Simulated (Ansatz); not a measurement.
# C3H7BS: a ladder of functionals and wavefunction methods

The task here is to estimate one member of a computed series from the others.

Computed with Ansatz 0.2.0, Gaussian basis. Level: functionals in def2-TZVPP, the program's frozen cores in correlated methods.

Levels to be run: LDA (SPW92), PBE-D4, revPBE-D4, BLYP-D4, r2SCAN-D4, B97M-V, PBE0-D4, B3LYP-D4, r2SCANh-D4, r2SCAN0-D4, HSE06-D4, BHLYP-D4, CAM-B3LYP-D4, LC-ωPBE, ωB97X-V, ωB97M-V, B2PLYP, PBE-QIDH; CCSD(T)/def2-SVP; CCSD(T)/def2-TZVPP; MP2/def2-QZVPP; extrapolation to the limit; RPA on PBE.

### Structure used throughout

An earlier PBE0-D4 in a triple-zeta def2 set relaxation fixed the geometry.

12 atoms, charge 0, spin multiplicity 1.

Atoms are counted from 1 here; the program's logs count them from 0.

Bond lengths: B1–C2 1.559 Å, B1–S3 2.038 Å, B1–H6 1.197 Å, B1–H7 1.197 Å, C2–S3 1.839 Å, C2–H8 1.087 Å, C2–H9 1.086 Å, S3–C4 1.754 Å, C4–C5 1.324 Å, C4–H10 1.085 Å, C5–H11 1.084 Å, C5–H12 1.083 Å. Angles: C2–B1–S3 59.7°, C2–B1–H6 119.7°, C2–B1–H7 118.8°, S3–B1–H6 109.1°, S3–B1–H7 108.1°, H6–B1–H7 120.6°, B1–C2–S3 73.2°, B1–C2–H8 120.9°, B1–C2–H9 122.6°, S3–C2–H8 108.2°, S3–C2–H9 110.0°, H8–C2–H9 112.3°, B1–S3–C2 47.1°, B1–S3–C4 102.3°, C2–S3–C4 101.4°, S3–C4–C5 122.1°, S3–C4–H10 114.8°, C5–C4–H10 123.0° and more.

The first run:

Input file in.yaml:

```yaml
crystal:
  periodic: [false, false, false]
  atoms:
    - {symbol: B, position_ang: [-1.680049, 0.805312, -0.209718]}
    - {symbol: C, position_ang: [-1.081803, -0.153175, -1.283767]}
    - {symbol: S, position_ang: [0.328549, 0.773084, -0.553623]}
    - {symbol: C, position_ang: [0.898162, -0.360375, 0.658296]}
    - {symbol: C, position_ang: [2.167193, -0.412398, 1.031894]}
    - {symbol: H, position_ang: [-1.894692, 0.396816, 0.895022]}
    - {symbol: H, position_ang: [-2.099084, 1.871431, -0.556517]}
    - {symbol: H, position_ang: [-1.137052, 0.090791, -2.341304]}
    - {symbol: H, position_ang: [-0.954272, -1.218110, -1.112411]}
    - {symbol: H, position_ang: [0.124460, -0.974693, 1.107300]}
    - {symbol: H, position_ang: [2.927057, 0.215226, 0.580399]}
    - {symbol: H, position_ang: [2.478529, -1.089107, 1.818528]}
basis:
  gaussian: {orbitals: def2-TZVPP}
hamiltonian: {xc: lda}
output: {orbitals: {seedname: orbitals}}
```

Steps of the session up to this table: LDA; PBE-D4 (GGA); revPBE-D4 (GGA); BLYP-D4 (GGA); r2SCAN-D4 (meta-GGA); B97M-V (meta-GGA); PBE0-D4 (hybrid); B3LYP-D4 (hybrid); r2SCANh-D4 (hybrid); r2SCAN0-D4 (hybrid); HSE06-D4 (hybrid); BHLYP-D4 (hybrid); CAM-B3LYP-D4 (range-separated); LC-ωPBE (range-separated); ωB97X-V (range-separated); ωB97M-V (range-separated); B2PLYP (double hybrid); PBE-QIDH (double hybrid).

One table of the session follows, with a row left open; its other results are not shown here.

It belongs to the step «Frontier levels by functional». 

```
  functional  HOMO (eV)  gap (eV)
 LDA (SPW92)      -6.45      4.53
      PBE-D4      -6.29      4.61
   revPBE-D4      -6.23      4.64
     BLYP-D4      -6.12      4.59
   r2SCAN-D4      -6.47      5.01
      B97M-V      -6.53      5.12
     PBE0-D4          ?         ?
    B3LYP-D4      -7.13      6.25
  r2SCANh-D4      -6.87      5.78
  r2SCAN0-D4      -7.47      6.93
    HSE06-D4      -6.96      5.91
    BHLYP-D4      -8.25      8.73
CAM-B3LYP-D4      -8.60      9.08
     LC-ωPBE      -9.94     11.56
     ωB97X-V      -9.57     11.13
     ωB97M-V      -9.45     10.88
```

Q: Estimate the row for PBE0-D4 from the others.

As computed: HOMO (eV): -7.35; gap (eV): 6.69. In the column «HOMO (eV)» it lies between r2SCAN0-D4 (-7.47) and B3LYP-D4 (-7.13).
